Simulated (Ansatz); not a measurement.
# WH+ (quintet): wave-function methods side by side, def2-TZVPP

An exercise on one series of results from a longer session: the logs are not shown, and one member is left open.

Method: def2-TZVPP, core rule «outside noble gas», up to 4 orbitals frozen; program: Ansatz 0.2.0, Gaussian basis.

Plan: UHF; ROHF; CCSD(T) on UHF.

**What is computed**

The geometry is a PBE0/def2-TZVP stationary point (not a proven minimum). No spin-orbit coupling is included. Elements past krypton take def2 core potentials.

2 atoms, charge 1, spin multiplicity 5.

Atoms are counted from 1 here; the program's logs count them from 0.

Bond lengths: W1–H2 1.690 Å.

Set-up of the first run:

The input, in.yaml:

```yaml
crystal:
  periodic: [false, false, false]
  atoms:
    - {symbol: W, position_ang: [0.000000, 0.000000, 0.000000]}
    - {symbol: H, position_ang: [0.000000, 0.000000, 1.689800]}
basis:
  gaussian: {orbitals: def2-TZVPP}
total_charge: 1
magnetization: {spin_polarized: true, initial_magnetization: 4}
hamiltonian: {xc: hf}
output: {orbitals: {seedname: orbitals}}
```

Command:

```bash
ansatz run in.yaml --threads 1 --pin off --events-out ev --progress --plain --max-ram 2816MiB --backend cpu
```

Among the steps run: UHF; ROHF; CCSD(T) on UHF.

One of the session's tables, all rows but one given; the rest of the session is left out.

It belongs to the step «Misses and costs». 

```
  method  from UCCSD(T) (kcal/mol)
    ROHF                    +68.34
     UHF                    +62.92
    UMP2                         ?
   UCCSD                     +1.76
UCCSD(T)                         0
```

Q: Estimate the row for UMP2 from the others.

**Answer.** from UCCSD(T) (kcal/mol): +11.19. In the column «from UCCSD(T) (kcal/mol)» it lies between UCCSD (+1.76) and UHF (+62.92).
